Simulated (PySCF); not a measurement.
# From one method to the next for InSi (quartet)

Aim: see what other levels and later steps give for InSi (quartet).

Program: PySCF 2.14.0. Level of theory: method and basis as typed in the scripts. These are calculated values, not measurements.

6 further runs of the same task are left out: 2 for a known fault of the program, 4 that didn't finish.

## (1) Starting geometry

InSi (quartet): 2 atoms, charge 0, spin multiplicity 4.

Bond lengths: In1–Si2 2.505 Å.

## (2) Base script

File input.py:

```python
from pyscf import gto, dft

mol = gto.M(
    atom='In 0 0 0; Si 0 0 2.505',
    basis='lanl2dz',
    ecp={'In': 'lanl2dz', 'Si': 'lanl2dz'},
    charge=0,
    spin=3,
    symmetry=True,
    verbose=3,
)
mf = dft.UKS(mol, xc='camb3lyp')
mf.kernel()
mf.mulliken_pop()
mf.dip_moment()
print('orbital energies (hartree):', [e[max(0, n-3):n+3].round(4) for e, n in zip(mf.mo_energy, mol.nelec)])
```

Launch:

```
$ OMP_NUM_THREADS=1 python input.py
```

The log of the run:

```text
converged SCF energy = -5.65525307192436  <S^2> = 3.7556376  2S+1 = 4.0028178
 ** Mulliken pop       alpha | beta **
pop of  0 In 5s        0.19614 | 0.19763
pop of  0 In 6s        0.75446 | 0.74403
pop of  0 In 5px       0.10431 | 0.00000
pop of  0 In 5py       0.10431 | 0.00000
pop of  0 In 5pz       0.34063 | 0.06337
pop of  0 In 6px       0.08000 | 0.00000
pop of  0 In 6py       0.08000 | 0.00000
pop of  0 In 6pz       0.07656 | 0.02097
pop of  1 Si 3s        0.45484 | 0.44010
pop of  1 Si 4s        0.49996 | 0.46879
pop of  1 Si 3px       0.35226 | 0.00000
pop of  1 Si 3py       0.35226 | 0.00000
pop of  1 Si 3pz       0.37584 | 0.04466
pop of  1 Si 4px       0.46343 | 0.00000
pop of  1 Si 4py       0.46343 | 0.00000
pop of  1 Si 4pz       0.30158 | 0.02045
In total             5.00000 | 2.00000
 ** Mulliken atomic charges   ( Nelec_alpha | Nelec_beta ) **
charge of  0In =      0.23759  (     1.73640      1.02601 )
charge of  1Si =     -0.23759  (     3.26360      0.97399 )
Dipole moment(X, Y, Z, Debye):  0.00000,  0.00000, -2.35156
orbital energies (hartree): [array([-0.2455, -0.2455, -0.2426, -0.0257, -0.0257,  0.0602]), array([-0.4749, -0.3119, -0.0656, -0.0656, -0.0584])]
```

Wall time 1.7 s (1 thread of Arm Neoverse V1, shared host); peak memory 0.14 GiB.

It gives: E(SCF) = -5.655253 Eh, ⟨S²⟩ = 3.756, μ = 2.35 D.

The bond length is a typed value, not an optimised one. The quartet is typed in the script; nothing here shows that it is the ground state.

## (3) SCF alone

Variant 1 changes step after the SCF: analyze → none.

input.py, as its differences from that of step 2:

```diff
@@ -13,3 +13,2 @@
 mf.kernel()
-mf.mulliken_pop()
 mf.dip_moment()
```

Launch:

```
$ OMP_NUM_THREADS=1 python input.py
```

The log of the run:

```text
converged SCF energy = -5.65525307192436  <S^2> = 3.7556376  2S+1 = 4.0028178
Dipole moment(X, Y, Z, Debye):  0.00000,  0.00000, -2.35156
orbital energies (hartree): [array([-0.2455, -0.2455, -0.2426, -0.0257, -0.0257,  0.0602]), array([-0.4749, -0.3119, -0.0656, -0.0656, -0.0584])]
```

Wall time 1.7 s (1 thread of Arm Neoverse V1, shared host).

Result: E(SCF) = -5.655253 Eh (no change), ⟨S²⟩ = 3.756, μ = 2.35 D.

## (4) Mn15l

Variant 2 changes functional: camb3lyp → mn15l.

input.py, as its differences from that of step 2:

```diff
@@ -11,3 +11,3 @@
 )
-mf = dft.UKS(mol, xc='camb3lyp')
+mf = dft.UKS(mol, xc='mn15l')
 mf.kernel()
```

Launch:

```
$ OMP_NUM_THREADS=1 python input.py
```

The log of the run:

```text
converged SCF energy = -5.63195599521358  <S^2> = 3.7521889  2S+1 = 4.0010943
 ** Mulliken pop       alpha | beta **
pop of  0 In 5s        0.19936 | 0.19702
pop of  0 In 6s        0.76873 | 0.73547
pop of  0 In 5px       0.11815 | 0.00000
pop of  0 In 5py       0.11815 | 0.00000
pop of  0 In 5pz       0.32968 | 0.04957
pop of  0 In 6px       0.10538 | 0.00000
pop of  0 In 6py       0.10538 | 0.00000
pop of  0 In 6pz       0.06480 | 0.01657
pop of  1 Si 3s        0.46584 | 0.45178
pop of  1 Si 4s        0.51357 | 0.47881
pop of  1 Si 3px       0.33521 | 0.00000
pop of  1 Si 3py       0.33521 | 0.00000
pop of  1 Si 3pz       0.36921 | 0.04356
pop of  1 Si 4px       0.44126 | 0.00000
pop of  1 Si 4py       0.44126 | 0.00000
pop of  1 Si 4pz       0.28880 | 0.02723
In total             5.00000 | 2.00000
 ** Mulliken atomic charges   ( Nelec_alpha | Nelec_beta ) **
charge of  0In =      0.19175  (     1.80962      0.99863 )
charge of  1Si =     -0.19175  (     3.19038      1.00137 )
Dipole moment(X, Y, Z, Debye):  0.00000,  0.00000, -1.91751
orbital energies (hartree): [array([-0.1799, -0.1799, -0.1755, -0.0743, -0.0743,  0.0139]), array([-0.4086, -0.2633, -0.1077, -0.1077, -0.0929])]
```

Run time: 2.1 s. Hardware: 1 thread of Arm Neoverse V1, shared host; peak memory 0.15 GiB.

This run: E(SCF) = -5.631956 Eh, ⟨S²⟩ = 3.752, μ = 1.92 D.

## (5) Stability test

Variant 3 changes step after the SCF: analyze → stability; point-group symmetry: on → off.

input.py, as its differences from that of step 2:

```diff
@@ -8,3 +8,2 @@
     spin=3,
-    symmetry=True,
     verbose=3,
@@ -13,3 +12,3 @@
 mf.kernel()
-mf.mulliken_pop()
+mf.stability(internal=True, external=True)
 mf.dip_moment()
```

Launch:

```
$ OMP_NUM_THREADS=1 python input.py
```

The log of the run:

```text
WARN: HOMO -0.00181116885037241 >= LUMO -0.0162944856825725

converged SCF energy = -5.65525307192436  <S^2> = 3.7556376  2S+1 = 4.0028178
<class 'pyscf.dft.uks.UKS'> wavefunction is stable in the internal stability analysis
<class 'pyscf.dft.uks.UKS'> wavefunction is stable in the real -> complex stability analysis
<class 'pyscf.dft.uks.UKS'> wavefunction has an UHF/UKS -> GHF/GKS instability
Dipole moment(X, Y, Z, Debye): -0.00000, -0.00000, -2.35156
orbital energies (hartree): [array([-0.2455, -0.2455, -0.2426, -0.0257, -0.0257,  0.0602]), array([-0.4749, -0.3119, -0.0656, -0.0656, -0.0584])]
```

Run time: 3.8 s. Hardware: 1 thread of Arm Neoverse V1, shared host; peak memory 0.22 GiB.

Result: E(SCF) = -5.655253 Eh (no change), ⟨S²⟩ = 3.756, μ = 2.35 D, internal stable; real -> complex stable; UHF/UKS -> GHF/GKS unstable.

## (6) Gradient

Variant 4 changes step after the SCF: analyze → gradient.

input.py, as its differences from that of step 2:

```diff
@@ -13,3 +13,5 @@
 mf.kernel()
-mf.mulliken_pop()
+g = mf.nuc_grad_method()
+g.grid_response = True
+g.kernel()
 mf.dip_moment()
```

Launch:

```
$ OMP_NUM_THREADS=1 python input.py
```

The log of the run:

```text
converged SCF energy = -5.65525307192436  <S^2> = 3.7556376  2S+1 = 4.0028178
--------------- SymAdaptedUKS gradients ---------------
         x                y                z
0 In     0.0000000000     0.0000000000     0.0244718642
1 Si     0.0000000000     0.0000000000    -0.0244718642
----------------------------------------------
Dipole moment(X, Y, Z, Debye):  0.00000,  0.00000, -2.35156
orbital energies (hartree): [array([-0.2455, -0.2455, -0.2426, -0.0257, -0.0257,  0.0602]), array([-0.4749, -0.3119, -0.0656, -0.0656, -0.0584])]
```

Wall time 1.9 s (1 thread of Arm Neoverse V1, shared host).

Result: E(SCF) = -5.655253 Eh (no change), ⟨S²⟩ = 3.756, μ = 2.35 D, gradient on the second atom -0.0245 Eh/bohr.

## (7) Blyp

Variant 5 changes functional: camb3lyp → blyp.

input.py, as its differences from that of step 2:

```diff
@@ -11,3 +11,3 @@
 )
-mf = dft.UKS(mol, xc='camb3lyp')
+mf = dft.UKS(mol, xc='blyp')
 mf.kernel()
```

Launch:

```
$ OMP_NUM_THREADS=1 python input.py
```

The log of the run:

```text
converged SCF energy = -5.6506066215167  <S^2> = 3.7513296  2S+1 = 4.0006648
 ** Mulliken pop       alpha | beta **
pop of  0 In 5s        0.20048 | 0.19268
pop of  0 In 6s        0.77044 | 0.70948
pop of  0 In 5px       0.13734 | 0.00000
pop of  0 In 5py       0.13734 | 0.00000
pop of  0 In 5pz       0.33322 | 0.06642
pop of  0 In 6px       0.10168 | 0.00000
pop of  0 In 6py       0.10168 | 0.00000
pop of  0 In 6pz       0.06219 | 0.01706
pop of  1 Si 3s        0.46571 | 0.44550
pop of  1 Si 4s        0.50916 | 0.46698
pop of  1 Si 3px       0.33993 | 0.00000
pop of  1 Si 3py       0.33993 | 0.00000
pop of  1 Si 3pz       0.37462 | 0.06356
pop of  1 Si 4px       0.42105 | 0.00000
pop of  1 Si 4py       0.42105 | 0.00000
pop of  1 Si 4pz       0.28418 | 0.03832
In total             5.00000 | 2.00000
 ** Mulliken atomic charges   ( Nelec_alpha | Nelec_beta ) **
charge of  0In =      0.17000  (     1.84437      0.98563 )
charge of  1Si =     -0.17000  (     3.15563      1.01437 )
Dipole moment(X, Y, Z, Debye):  0.00000,  0.00000, -1.84333
orbital energies (hartree): [array([-0.17  , -0.17  , -0.1665, -0.0745, -0.0745,  0.0114]), array([-0.3797, -0.246 , -0.1257, -0.1257, -0.1194])]
```

Wall time 1.3 s (1 thread of Arm Neoverse V1, shared host).

This run: E(SCF) = -5.650607 Eh, ⟨S²⟩ = 3.751, μ = 1.84 D.

## (8) Wb97

Variant 6 changes functional: camb3lyp → wb97.

input.py, as its differences from that of step 2:

```diff
@@ -11,3 +11,3 @@
 )
-mf = dft.UKS(mol, xc='camb3lyp')
+mf = dft.UKS(mol, xc='wb97')
 mf.kernel()
```

Launch:

```
$ OMP_NUM_THREADS=1 python input.py
```

The log of the run:

```text
converged SCF energy = -5.64658934410143  <S^2> = 3.7578795  2S+1 = 4.0039378
 ** Mulliken pop       alpha | beta **
pop of  0 In 5s        0.19613 | 0.19858
pop of  0 In 6s        0.75364 | 0.75161
pop of  0 In 5px       0.09645 | 0.00000
pop of  0 In 5py       0.09645 | 0.00000
pop of  0 In 5pz       0.35896 | 0.05890
pop of  0 In 6px       0.06124 | 0.00000
pop of  0 In 6py       0.06124 | 0.00000
pop of  0 In 6pz       0.07861 | 0.03631
pop of  1 Si 3s        0.45140 | 0.43085
pop of  1 Si 4s        0.49520 | 0.46573
pop of  1 Si 3px       0.37813 | 0.00000
pop of  1 Si 3py       0.37813 | 0.00000
pop of  1 Si 3pz       0.37540 | 0.03507
pop of  1 Si 4px       0.46418 | 0.00000
pop of  1 Si 4py       0.46418 | 0.00000
pop of  1 Si 4pz       0.29066 | 0.02294
In total             5.00000 | 2.00000
 ** Mulliken atomic charges   ( Nelec_alpha | Nelec_beta ) **
charge of  0In =      0.25187  (     1.70272      1.04541 )
charge of  1Si =     -0.25187  (     3.29728      0.95459 )
Dipole moment(X, Y, Z, Debye):  0.00000,  0.00000, -2.52711
orbital energies (hartree): [array([-0.2846, -0.2846, -0.279 ,  0.006 ,  0.006 ,  0.0974]), array([-0.5278, -0.3503, -0.0417, -0.0417, -0.0294])]
```

Wall time 1.4 s (1 thread of Arm Neoverse V1, shared host).

Result: E(SCF) = -5.646589 Eh, ⟨S²⟩ = 3.758, μ = 2.53 D.

## (9) All runs together

```tsv
run	E(SCF) (hartree)	from base (eV)	SCF dipole (D)	after the SCF
base	-5.655253	0	2.35	n/a
SCF alone	-5.655253	0.0000	2.35	n/a
mn15l	-5.631956	not comparable	1.92	n/a
stability test	-5.655253	0.0000	2.35	unstable: UHF/UKS -> GHF/GKS
gradient	-5.655253	0.0000	2.35	n/a
blyp	-5.650607	not comparable	1.84	n/a
wb97	-5.646589	not comparable	2.53	n/a
```

Wall time on 1 thread of Arm Neoverse V1, shared host, start-up included: base 1.7 s; SCF alone 1.7 s; mn15l 2.1 s; stability test 3.8 s; gradient 1.9 s; blyp 1.3 s; wb97 1.4 s.

Total energies of different functionals can't be compared with each other; differences within one functional can.
